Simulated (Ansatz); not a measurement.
**FGaH4O2Si: a ladder of functionals and wavefunction methods, part 1 of 2**

Aim: compute FGaH4O2Si with functionals from several rungs and with coupled cluster, and see how far each lands from CCSD(T) at the basis-set limit for the atomisation energy.

Computed with Ansatz 0.2.0, Gaussian basis. Level: functionals in def2-TZVPP, the program's frozen cores in correlated methods.

Levels to be run: LDA (SPW92), PBE-D4, revPBE-D4, BLYP-D4, r2SCAN-D4, B97M-V, PBE0-D4, B3LYP-D4, r2SCANh-D4, r2SCAN0-D4, HSE06-D4, BHLYP-D4, CAM-B3LYP-D4, LC-ωPBE, ωB97X-V, ωB97M-V, B2PLYP, PBE-QIDH; CCSD(T)/def2-SVP; CCSD(T)/def2-TZVPP; MP2/def2-QZVPP; extrapolation to the limit; RPA on PBE.

**1. Structure used throughout**

The geometry comes from an earlier relaxation with PBE0-D4 in a triple-zeta def2 set; it is a stationary point, not always the lowest conformer.

9 atoms, charge 0, spin multiplicity 1.

Atoms are counted from 1 here; the program's logs count them from 0.

Bond lengths: O1–Ga2 1.850 Å, O1–H6 0.960 Å, Si3–O4 1.612 Å, Si3–F5 1.599 Å, Si3–H7 1.496 Å, Si3–H8 1.476 Å, O4–H9 0.984 Å. Angles: Ga2–O1–H6 123.6°, O4–Si3–F5 112.7°, O4–Si3–H7 110.5°, O4–Si3–H8 109.3°, F5–Si3–H7 104.8°, F5–Si3–H8 107.2°, H7–Si3–H8 112.2°, Si3–O4–H9 114.5°.

**2. LDA**

This LDA is Slater exchange with PW92 correlation.

File in.yaml:

```yaml
crystal:
  periodic: [false, false, false]
  atoms:
    - {symbol: O, position_ang: [-1.471610, 0.589121, 1.205624]}
    - {symbol: Ga, position_ang: [-0.465955, 2.078344, 1.644796]}
    - {symbol: Si, position_ang: [1.057315, -0.517322, -0.884700]}
    - {symbol: O, position_ang: [-0.109879, -1.315884, -0.110243]}
    - {symbol: F, position_ang: [0.583658, 0.039379, -2.306527]}
    - {symbol: H, position_ang: [-2.427829, 0.551832, 1.283716]}
    - {symbol: H, position_ang: [1.461950, 0.698881, -0.113315]}
    - {symbol: H, position_ang: [2.193099, -1.427885, -1.128489]}
    - {symbol: H, position_ang: [-0.732049, -0.742765, 0.391936]}
basis:
  gaussian: {orbitals: def2-TZVPP}
hamiltonian: {xc: lda}
output: {orbitals: {seedname: orbitals}}
```

The run is started by

```sh
ansatz run in.yaml --threads 4 --pin off --events-out ev --progress --plain --max-ram 10444MiB
```

Log:

```text
Functional definition: SPW92
  name "SPW92"
  cite "Dirac, Proc. Camb. Phil. Soc. 26, 376 (1930) doi:10.1017/S0305004100016108"
  cite "Slater, Phys. Rev. 81, 385 (1951) doi:10.1103/PhysRev.81.385"
  cite "Perdew & Wang, Phys. Rev. B 45, 13244 (1992) doi:10.1103/PhysRevB.45.13244"
  exchange = slater_x
  correlation = pw_c
1350 factors; their error is unknown
mean field evaluation 1: about -66964.0175 eV, gradient 9.8e1 eV
mean field evaluation 2: about -66776.4344 eV, gradient 2.7e2 eV
mean field evaluation 4: about -66976.6063 eV, gradient 3.6e1 eV
mean field evaluation 8: about -66978.4781 eV, gradient 6.0e-1 eV
mean field evaluation 16: about -66978.4506 eV, gradient 4.0e-4 eV
mean field -66978.45063334 eV, -2461.4126611507 hartree, gradient 8.9e-5 eV, S^2 0.000000; 0 other end points of the search recorded, 0 dependent functions left out
reference -66978.45067242 eV, -2461.4126625869 hartree; 37, 37 occupied and 202, 202 virtual orbitals, 1350 factors
Total energy: -66978.45067242 eV, -2461.4126625869 hartree
```

It took 0.8 s on 4 threads, shared host.

With the free atoms at this level, -66940.967 eV in sum, the atomisation energy is 864.4 kcal/mol. HOMO -6.81 eV, LUMO -2.58 eV.

**3. PBE-D4 (GGA)**

Changes to in.yaml since step 2:

```diff
@@ -14,3 +14,3 @@
   gaussian: {orbitals: def2-TZVPP}
-hamiltonian: {xc: lda}
-output: {orbitals: {seedname: orbitals}}
+hamiltonian: {xc: pbe, dispersion: d4}
+output: {forces: true, orbitals: {seedname: orbitals}}
```

Launched as before.

Log, cut to the lines that bear on the results:

```text
Functional definition: PBE
  name "PBE"
  cite "Perdew, Burke & Ernzerhof, Phys. Rev. Lett. 77, 3865 (1996) doi:10.1103/PhysRevLett.77.3865"
  parent pbe
[...]
1350 factors; their error is unknown
[...]
mean field -67120.35073047 eV, -2466.6273935372 hartree, gradient 3.8e-5 eV, S^2 0.000000; 0 other end points of the search recorded, 0 dependent functions left out
[...]
reference -67120.35077194 eV, -2466.6273950609 hartree; 37, 37 occupied and 202, 202 virtual orbitals, 1350 factors
Total energy: -67120.55445733 eV, -2466.6348803610 hartree
Atom 0 at    -1.471610     0.589121     1.205624 Å, force     0.242255    -0.264576    -0.108402 eV/Å
Atom 1 at    -0.465955     2.078344     1.644796 Å, force     0.232749     0.296942     0.073096 eV/Å
Atom 2 at     1.057315    -0.517322    -0.884700 Å, force     0.376655     0.057914     0.206027 eV/Å
Atom 3 at    -0.109879    -1.315884    -0.110243 Å, force    -0.113473    -0.579087     0.053709 eV/Å
Atom 4 at     0.583658     0.039379    -2.306527 Å, force    -0.169581     0.226192    -0.581872 eV/Å
Atom 5 at    -2.427829     0.551832     1.283716 Å, force    -0.476410    -0.031302     0.035836 eV/Å
Atom 6 at     1.461950     0.698881    -0.113315 Å, force     0.056129     0.162990     0.109685 eV/Å
Atom 7 at     2.193099    -1.427885    -1.128489 Å, force     0.133888    -0.122147    -0.017201 eV/Å
Atom 8 at    -0.732049    -0.742765     0.391936 Å, force    -0.282211     0.253075     0.229123 eV/Å
Dipole moment:    -0.296539     0.487057     0.527553 e Å
```

It took 1.4 s on 4 threads, shared host.

With the free atoms at this level, -67087.631 eV in sum, the atomisation energy is 759.2 kcal/mol. HOMO -6.57 eV, LUMO -2.33 eV.

**4. revPBE-D4 (GGA)**

Changes to in.yaml since step 3:

```diff
@@ -14,3 +14,3 @@
   gaussian: {orbitals: def2-TZVPP}
-hamiltonian: {xc: pbe, dispersion: d4}
-output: {forces: true, orbitals: {seedname: orbitals}}
+hamiltonian: {xc: {name: revPBE}, dispersion: d4}
+output: {orbitals: {seedname: orbitals}}
```

Same command.

Log:

```text
Functional definition: revPBE
  name "revPBE"
  cite "Zhang & Yang, Phys. Rev. Lett. 80, 890 (1998) doi:10.1103/PhysRevLett.80.890"
  cite "Perdew, Burke & Ernzerhof, Phys. Rev. Lett. 77, 3865 (1996) doi:10.1103/PhysRevLett.77.3865"
  parameter kappa = 1.245
  parameter beta = 0.06672455060314922
  exchange = pbe_x(kappa = kappa, mu = beta*pi^2/3)
  correlation = pbe_c(beta = beta)
1350 factors; their error is unknown
mean field evaluation 1: about -67117.3098 eV, gradient 9.6e1 eV
mean field evaluation 2: about -66936.3972 eV, gradient 2.6e2 eV
mean field evaluation 4: about -67129.7707 eV, gradient 3.4e1 eV
mean field evaluation 8: about -67131.4566 eV, gradient 4.3e-1 eV
mean field evaluation 16: about -67131.4283 eV, gradient 4.3e-4 eV
mean field -67131.42830616 eV, -2467.0344869351 hartree, gradient 4.0e-5 eV, S^2 0.000000; 0 other end points of the search recorded, 0 dependent functions left out
reference -67131.42835767 eV, -2467.0344888278 hartree; 37, 37 occupied and 202, 202 virtual orbitals, 1350 factors
Total energy: -67131.99185467 eV, -2467.0551969608 hartree
```

It took 1.2 s on 4 threads, shared host.

With the free atoms at this level, -67100.006 eV in sum, the atomisation energy is 737.6 kcal/mol. HOMO -6.48 eV, LUMO -2.22 eV.

**5. BLYP-D4 (GGA)**

Changes to in.yaml since step 4:

```diff
@@ -14,3 +14,3 @@
   gaussian: {orbitals: def2-TZVPP}
-hamiltonian: {xc: {name: revPBE}, dispersion: d4}
+hamiltonian: {xc: {name: BLYP}, dispersion: d4}
 output: {orbitals: {seedname: orbitals}}
```

Same command.

Log:

```text
Functional definition: BLYP
  name "BLYP"
  cite "Becke, Phys. Rev. A 38, 3098 (1988) doi:10.1103/PhysRevA.38.3098"
  cite "Lee, Yang & Parr, Phys. Rev. B 37, 785 (1988) doi:10.1103/PhysRevB.37.785"
  parameter beta = 0.0042
  parameter a = 0.04918
  parameter b = 0.132
  parameter c = 0.2533
  parameter d = 0.349
  exchange = b88_x(beta = beta)
  correlation = lyp_c(a = a, b = b, c = c, d = d)
1350 factors; their error is unknown
mean field evaluation 1: about -67124.4743 eV, gradient 1.0e2 eV
mean field evaluation 2: about -66923.7973 eV, gradient 2.7e2 eV
mean field evaluation 4: about -67138.4536 eV, gradient 3.8e1 eV
mean field evaluation 8: about -67140.6403 eV, gradient 5.3e-1 eV
mean field evaluation 16: about -67140.6120 eV, gradient 4.1e-4 eV
mean field -67140.61199536 eV, -2467.3719812883 hartree, gradient 3.0e-5 eV, S^2 0.000000; 0 other end points of the search recorded, 0 dependent functions left out
reference -67140.61234374 eV, -2467.3719940910 hartree; 37, 37 occupied and 202, 202 virtual orbitals, 1350 factors
Total energy: -67141.05117499 eV, -2467.3881208417 hartree
```

It took 1.3 s on 4 threads, shared host.

With the free atoms at this level, -67108.335 eV in sum, the atomisation energy is 754.5 kcal/mol. HOMO -6.49 eV, LUMO -2.26 eV.

**6. r2SCAN-D4 (meta-GGA)**

Changes to in.yaml since step 5:

```diff
@@ -14,3 +14,3 @@
   gaussian: {orbitals: def2-TZVPP}
-hamiltonian: {xc: {name: BLYP}, dispersion: d4}
-output: {orbitals: {seedname: orbitals}}
+hamiltonian: {xc: r2scan, dispersion: d4}
+output: {forces: true, orbitals: {seedname: orbitals}}
```

Launched as before.

Log, cut to the lines that bear on the results:

```text
Functional definition: r2SCAN
  name "r2SCAN"
  cite "Furness, Kaplan, Ning, Perdew & Sun, J. Phys. Chem. Lett. 11, 8208 (2020) doi:10.1021/acs.jpclett.0c02405"
  cite "Furness, Kaplan, Ning, Perdew & Sun, J. Phys. Chem. Lett. 11, 9248 (2020) doi:10.1021/acs.jpclett.0c03077"
  parent r2scan
[...]
1350 factors; their error is unknown
[...]
mean field -67135.18032262 eV, -2467.1723709965 hartree, gradient 3.6e-5 eV, S^2 0.000000; 0 other end points of the search recorded, 0 dependent functions left out
[...]
reference -67135.18033479 eV, -2467.1723714440 hartree; 37, 37 occupied and 202, 202 virtual orbitals, 1350 factors
Total energy: -67135.23039590 eV, -2467.1742111556 hartree
Atom 0 at    -1.471610     0.589121     1.205624 Å, force     0.107464     0.081896     0.013182 eV/Å
Atom 1 at    -0.465955     2.078344     1.644796 Å, force    -0.037999    -0.063838    -0.020542 eV/Å
Atom 2 at     1.057315    -0.517322    -0.884700 Å, force     0.078968     0.025947     0.009825 eV/Å
Atom 3 at    -0.109879    -1.315884    -0.110243 Å, force    -0.041179    -0.041155     0.021422 eV/Å
Atom 4 at     0.583658     0.039379    -2.306527 Å, force    -0.014726     0.009317    -0.036736 eV/Å
Atom 5 at    -2.427829     0.551832     1.283716 Å, force    -0.056187    -0.008224     0.003572 eV/Å
Atom 6 at     1.461950     0.698881    -0.113315 Å, force    -0.006722    -0.014175    -0.001000 eV/Å
Atom 7 at     2.193099    -1.427885    -1.128489 Å, force    -0.027801     0.021900     0.012270 eV/Å
Atom 8 at    -0.732049    -0.742765     0.391936 Å, force    -0.001817    -0.011668    -0.001994 eV/Å
Dipole moment:    -0.300493     0.480277     0.527249 e Å
```

Run time: 2.5 s. Hardware: 4 threads, shared host.

Atomisation energy: 752.2 kcal/mol (free atoms -67102.611 eV, run apart). HOMO -6.83 eV, LUMO -2.17 eV.

**7. B97M-V (meta-GGA)**

Changes to in.yaml since step 6:

```diff
@@ -14,3 +14,3 @@
   gaussian: {orbitals: def2-TZVPP}
-hamiltonian: {xc: r2scan, dispersion: d4}
-output: {forces: true, orbitals: {seedname: orbitals}}
+hamiltonian: {xc: {name: B97M-V}}
+output: {orbitals: {seedname: orbitals}}
```

Launched as before.

Log, cut to the lines that bear on the results:

```text
Functional definition: B97M-V
  name "B97M-V"
  cite "Mardirossian & Head-Gordon, J. Chem. Phys. 142, 074111 (2015) doi:10.1063/1.4907719"
  cite "Becke, J. Chem. Phys. 107, 8554 (1997) doi:10.1063/1.475007"
  cite "Vydrov & Van Voorhis, J. Chem. Phys. 133, 244103 (2010) doi:10.1063/1.3521275"
  # Of w^i u^j: cxij and so on, Table III.
[...]
  gx(w, u) = cx00 + cx01*u + cx02*u^2 + (cx10 + cx11*u)*w
  gss(w, u) = css00 + css02*u^2 + css10*w + (css32*w^3 + css42*w^4)*u^2
  gos(w, u) = cos00 + cos01*u + cos03*u^3 + cos10*w + cos32*w^3*u^2
[...]
      + integral(e_c_pw_mod_opposite_spin*gos(b97_w_opposite, b97_u_opposite)) + vv10(b, c)
1350 factors; their error is unknown
[...]
mean field -67124.95797389 eV, -2466.7967066096 hartree, gradient 3.8e-5 eV, S^2 0.000000; 0 other end points of the search recorded, 0 dependent functions left out
reference -67124.95803568 eV, -2466.7967088805 hartree; 37, 37 occupied and 202, 202 virtual orbitals, 1350 factors
Total energy: -67124.95803568 eV, -2466.7967088805 hartree
```

Wall time 3.7 s (4 threads, shared host).

With the free atoms at this level, -67092.392 eV in sum, the atomisation energy is 751.0 kcal/mol. HOMO -6.66 eV, LUMO -2.21 eV.

**8. PBE0-D4 (hybrid)**

Changes to in.yaml since step 7:

```diff
@@ -14,3 +14,3 @@
   gaussian: {orbitals: def2-TZVPP}
-hamiltonian: {xc: {name: B97M-V}}
+hamiltonian: {xc: pbe0, dispersion: d4}
 output: {orbitals: {seedname: orbitals}}
```

Its log isn't repeated here (it stands with the study of this molecule's fields); it ends on a total energy of -67122.222922 eV.

Atomisation energy: 738.6 kcal/mol (free atoms -67090.193 eV, run apart). HOMO -7.61 eV, LUMO -1.60 eV.

**9. B3LYP-D4 (hybrid)**

B3LYP here takes the VWN-RPA correlation.

Changes to in.yaml since step 8:

```diff
@@ -14,3 +14,3 @@
   gaussian: {orbitals: def2-TZVPP}
-hamiltonian: {xc: pbe0, dispersion: d4}
-output: {orbitals: {seedname: orbitals}}
+hamiltonian: {xc: {name: B3LYP}, dispersion: d4}
+output: {forces: true, orbitals: {seedname: orbitals}}
```

The command is unchanged.

Log, cut to the lines that bear on the results:

```text
Functional definition: B3LYP
  name "B3LYP"
  cite "Stephens, Devlin, Chabalowski & Frisch, J. Phys. Chem. 98, 11623 (1994) doi:10.1021/j100096a001"
  cite "Becke, Phys. Rev. A 38, 3098 (1988) doi:10.1103/PhysRevA.38.3098"
  cite "Lee, Yang & Parr, Phys. Rev. B 37, 785 (1988) doi:10.1103/PhysRevB.37.785"
  cite "Vosko, Wilk & Nusair, Can. J. Phys. 58, 1200 (1980) doi:10.1139/p80-159"
[...]
1388 factors; their error is unknown
[...]
mean field -67141.57617469 eV, -2467.4074142250 hartree, gradient 3.4e-5 eV, S^2 0.000000; 0 other end points of the search recorded, 0 dependent functions left out
[...]
reference -67141.57643456 eV, -2467.4074237752 hartree; 37, 37 occupied and 202, 202 virtual orbitals, 1388 factors
Total energy: -67141.90706973 eV, -2467.4195743935 hartree
Atom 0 at    -1.471610     0.589121     1.205624 Å, force    -0.110408    -0.132962    -0.038814 eV/Å
Atom 1 at    -0.465955     2.078344     1.644796 Å, force     0.141446     0.200151     0.062485 eV/Å
Atom 2 at     1.057315    -0.517322    -0.884700 Å, force     0.279545    -0.000669     0.126392 eV/Å
Atom 3 at    -0.109879    -1.315884    -0.110243 Å, force    -0.098423    -0.010208     0.074163 eV/Å
Atom 4 at     0.583658     0.039379    -2.306527 Å, force    -0.063154     0.074639    -0.186066 eV/Å
Atom 5 at    -2.427829     0.551832     1.283716 Å, force    -0.052634    -0.030024    -0.001733 eV/Å
Atom 6 at     1.461950     0.698881    -0.113315 Å, force    -0.015982    -0.083183    -0.051827 eV/Å
Atom 7 at     2.193099    -1.427885    -1.128489 Å, force    -0.062168     0.055646     0.015022 eV/Å
Atom 8 at    -0.732049    -0.742765     0.391936 Å, force    -0.018222    -0.073391     0.000378 eV/Å
Dipole moment:    -0.271308     0.525931     0.552704 e Å
```

Wall time 2.6 s (4 threads, shared host); peak memory 0.73 GiB.

Atomisation energy: 749.9 kcal/mol (free atoms -67109.388 eV, run apart). HOMO -7.50 eV, LUMO -1.83 eV.

**10. r2SCANh-D4 (hybrid)**

Changes to in.yaml since step 9:

```diff
@@ -14,3 +14,3 @@
   gaussian: {orbitals: def2-TZVPP}
-hamiltonian: {xc: {name: B3LYP}, dispersion: d4}
-output: {forces: true, orbitals: {seedname: orbitals}}
+hamiltonian: {xc: {name: r2SCANh}, dispersion: d4}
+output: {orbitals: {seedname: orbitals}}
```

Launched as before.

Log, cut to the lines that bear on the results:

```text
Functional definition: r2SCANh
  name "r2SCANh"
  cite "Bursch, Neugebauer, Ehlert & Grimme, J. Chem. Phys. 156, 134105 (2022) doi:10.1063/5.0086040"
  cite "Furness, Kaplan, Ning, Perdew & Sun, J. Phys. Chem. Lett. 11, 8208 (2020) doi:10.1021/acs.jpclett.0c02405"
  cite "Furness, Kaplan, Ning, Perdew & Sun, J. Phys. Chem. Lett. 11, 9248 (2020) doi:10.1021/acs.jpclett.0c03077"
  parent r2scan
[...]
1373 factors; their error is unknown
[...]
mean field -67134.41572923 eV, -2467.1442727080 hartree, gradient 1.9e-5 eV, S^2 0.000000; 0 other end points of the search recorded, 0 dependent functions left out
reference -67134.41574036 eV, -2467.1442731169 hartree; 37, 37 occupied and 202, 202 virtual orbitals, 1373 factors
Total energy: -67134.46998387 eV, -2467.1462665293 hartree
```

Wall time 2.8 s (4 threads, shared host); peak memory 0.71 GiB.

With the free atoms at this level, -67102.190 eV in sum, the atomisation energy is 744.4 kcal/mol. HOMO -7.23 eV, LUMO -1.90 eV.

**11. r2SCAN0-D4 (hybrid)**

Changes to in.yaml since step 10:

```diff
@@ -14,3 +14,3 @@
   gaussian: {orbitals: def2-TZVPP}
-hamiltonian: {xc: {name: r2SCANh}, dispersion: d4}
+hamiltonian: {xc: {name: r2SCAN0}, dispersion: d4}
 output: {orbitals: {seedname: orbitals}}
```

Launched as before.

Log, cut to the lines that bear on the results:

```text
Functional definition: r2SCAN0
  name "r2SCAN0"
  cite "Bursch, Neugebauer, Ehlert & Grimme, J. Chem. Phys. 156, 134105 (2022) doi:10.1063/5.0086040"
  cite "Furness, Kaplan, Ning, Perdew & Sun, J. Phys. Chem. Lett. 11, 8208 (2020) doi:10.1021/acs.jpclett.0c02405"
  cite "Furness, Kaplan, Ning, Perdew & Sun, J. Phys. Chem. Lett. 11, 9248 (2020) doi:10.1021/acs.jpclett.0c03077"
  parent r2scan
[...]
1398 factors; their error is unknown
[...]
mean field -67133.32024790 eV, -2467.1040145113 hartree, gradient 2.8e-5 eV, S^2 0.000000; 0 other end points of the search recorded, 0 dependent functions left out
reference -67133.32025747 eV, -2467.1040148633 hartree; 37, 37 occupied and 202, 202 virtual orbitals, 1398 factors
Total energy: -67133.38060404 eV, -2467.1062325589 hartree
```

Wall time 3 s (4 threads, shared host); peak memory 0.71 GiB.

With the free atoms at this level, -67101.587 eV in sum, the atomisation energy is 733.2 kcal/mol. HOMO -7.80 eV, LUMO -1.51 eV.

**12. HSE06-D4 (hybrid)**

HSE06 is the plane-wave form, built on full-range PBE exchange.

Changes to in.yaml since step 11:

```diff
@@ -14,3 +14,3 @@
   gaussian: {orbitals: def2-TZVPP}
-hamiltonian: {xc: {name: r2SCAN0}, dispersion: d4}
+hamiltonian: {xc: hse06, dispersion: d4}
 output: {orbitals: {seedname: orbitals}}
```

The command is unchanged.

Log, cut to the lines that bear on the results:

```text
Functional definition: HSE06
  name "HSE06"
  cite "Heyd, Scuseria & Ernzerhof, J. Chem. Phys. 118, 8207 (2003) doi:10.1063/1.1564060"
  cite "Krukau, Vydrov, Izmaylov & Scuseria, J. Chem. Phys. 125, 224106 (2006) doi:10.1063/1.2404663"
  cite "Heyd & Scuseria, J. Chem. Phys. 120, 7274 (2004) doi:10.1063/1.1668634"
  cite "Ernzerhof & Perdew, J. Chem. Phys. 109, 3313 (1998) doi:10.1063/1.476928"
  cite "Perdew, Burke & Ernzerhof, Phys. Rev. Lett. 77, 3865 (1996) doi:10.1103/PhysRevLett.77.3865"
  parent pbe
[...]
  # The whole range is PBE's own exchange, as in plane waves. The composition of these papers is wPBEh.
[...]
1398 factors; their error is unknown
104 factors; integrals over basis functions are off by at most 3.6e-7 eV
[...]
mean field -67121.56201936 eV, -2466.6719075828 hartree, gradient 3.2e-5 eV, S^2 0.000000; 0 other end points of the search recorded, 0 dependent functions left out
reference -67121.56206029 eV, -2466.6719090870 hartree; 37, 37 occupied and 202, 202 virtual orbitals, 1398 factors
Total energy: -67121.72724590 eV, -2466.6779795462 hartree
```

Wall time 2.2 s (4 threads, shared host); peak memory 0.72 GiB.

Atomisation energy: 739.1 kcal/mol (free atoms -67089.678 eV, run apart). HOMO -7.21 eV, LUMO -1.96 eV.

**13. BHLYP-D4 (hybrid)**

Changes to in.yaml since step 12:

```diff
@@ -14,3 +14,3 @@
   gaussian: {orbitals: def2-TZVPP}
-hamiltonian: {xc: hse06, dispersion: d4}
+hamiltonian: {xc: {name: BHLYP}, dispersion: d4}
 output: {orbitals: {seedname: orbitals}}
```

Same command.

Log:

```text
Functional definition: BHLYP
  name "BHLYP"
  cite "Becke, J. Chem. Phys. 98, 1372 (1993) doi:10.1063/1.464304"
  cite "Becke, Phys. Rev. A 38, 3098 (1988) doi:10.1103/PhysRevA.38.3098"
  cite "Lee, Yang & Parr, Phys. Rev. B 37, 785 (1988) doi:10.1103/PhysRevB.37.785"
  parameter a = 0.5
  exchange = (1 - a)*b88_x + a*exact_x
  correlation = lyp_c
1528 factors; their error is unknown
mean field evaluation 1: about -67126.7036 eV, gradient 7.4e1 eV
mean field evaluation 2: about -67115.4073 eV, gradient 1.1e2 eV
mean field evaluation 4: about -67135.2986 eV, gradient 5.9e0 eV
mean field evaluation 8: about -67135.8354 eV, gradient 3.5e-1 eV
mean field evaluation 16: about -67135.8355 eV, gradient 4.5e-5 eV
mean field -67135.83550657 eV, -2467.1964485627 hartree, gradient 4.5e-5 eV, S^2 0.000000; 0 other end points of the search recorded, 0 dependent functions left out
reference -67135.83568180 eV, -2467.1964550022 hartree; 37, 37 occupied and 202, 202 virtual orbitals, 1528 factors
Total energy: -67136.10525059 eV, -2467.2063614725 hartree
```

Run time: 2.1 s. Hardware: 4 threads, shared host; peak memory 0.71 GiB.

With the free atoms at this level, -67104.805 eV in sum, the atomisation energy is 721.8 kcal/mol. HOMO -8.57 eV, LUMO -0.87 eV.

**14. CAM-B3LYP-D4 (range-separated)**

Changes to in.yaml since step 13:

```diff
@@ -14,3 +14,3 @@
   gaussian: {orbitals: def2-TZVPP}
-hamiltonian: {xc: {name: BHLYP}, dispersion: d4}
+hamiltonian: {xc: {name: CAM-B3LYP}, dispersion: d4}
 output: {orbitals: {seedname: orbitals}}
```

Same command.

Log, cut to the lines that bear on the results:

```text
Functional definition: CAM-B3LYP
  name "CAM-B3LYP"
  cite "Yanai, Tew & Handy, Chem. Phys. Lett. 393, 51 (2004) doi:10.1016/j.cplett.2004.06.011"
  cite "Iikura, Tsuneda, Yanai & Hirao, J. Chem. Phys. 115, 3540 (2001) doi:10.1063/1.1383587"
  cite "Becke, Phys. Rev. A 38, 3098 (1988) doi:10.1103/PhysRevA.38.3098"
  cite "Lee, Yang & Parr, Phys. Rev. B 37, 785 (1988) doi:10.1103/PhysRevB.37.785"
  cite "Vosko, Wilk & Nusair, Can. J. Phys. 58, 1200 (1980) doi:10.1139/p80-159"
[...]
  # Exact exchange under (alpha + beta erf(omega r))/r, Becke's under what is left of 1/r.
[...]
1388 factors; their error is unknown
317 factors; integrals over basis functions are off by at most 1.4e-5 eV
[...]
mean field -67141.10525323 eV, -2467.3901081804 hartree, gradient 3.4e-5 eV, S^2 0.000000; 0 other end points of the search recorded, 0 dependent functions left out
reference -67141.10537983 eV, -2467.3901128330 hartree; 37, 37 occupied and 202, 202 virtual orbitals, 1388 factors
Total energy: -67141.28687352 eV, -2467.3967826031 hartree
```

Run time: 2.8 s. Hardware: 4 threads, shared host; peak memory 0.77 GiB.

Atomisation energy: 756.8 kcal/mol (free atoms -67108.467 eV, run apart). HOMO -8.96 eV, LUMO -0.68 eV.

(Continued in part 2 of 2.)
